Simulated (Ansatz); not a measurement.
# AlClF2: the cost of one run

Method: RKS PBE0-D4/def2-SVP, in Ansatz 0.2.0.

## 1. Starting point

Bond lengths: Al1–F2 1.690 Å, Al1–Cl3 2.230 Å, Al1–F4 1.690 Å. Angles: F2–Al1–Cl3 120.0°, F2–Al1–F4 120.0°, Cl3–Al1–F4 120.0°.

Coordinates:

```xyz
4

Al    0.0000    0.0000    0.0000
F     0.0000    0.0000    1.6900
Cl    1.9312    0.0000   -1.1150
F    -1.4635    0.0000   -0.8450
```

## 2. Preparing the start

input.yaml

```yaml
crystal:
  periodic: [false, false, false]
  atoms:
    - { symbol: Al, position_ang: [0.0, 0.0, 0.0] }
    - { symbol: F, position_ang: [0.0, 0.0, 1.69] }
    - { symbol: Cl, position_ang: [1.9312, 0.0, -1.115] }
    - { symbol: F, position_ang: [-1.4635, 0.0, -0.845] }
basis:
  gaussian: { orbitals: def2-SVP }
hamiltonian:
  xc: pbe0
  dispersion: d4
relax:
  f_tol: 0.02
  max_steps: 40
```

Run with:

```sh
$ ansatz run input.yaml --threads 1 --pin off --max-ram 2048MiB --backend cpu --events-out ev --progress --plain --runs-dir out
```

Q: Estimate wall time and peak memory on 1 thread of Arm Neoverse V1, shared host.

About 13 s, with a peak of 0.12 GiB.
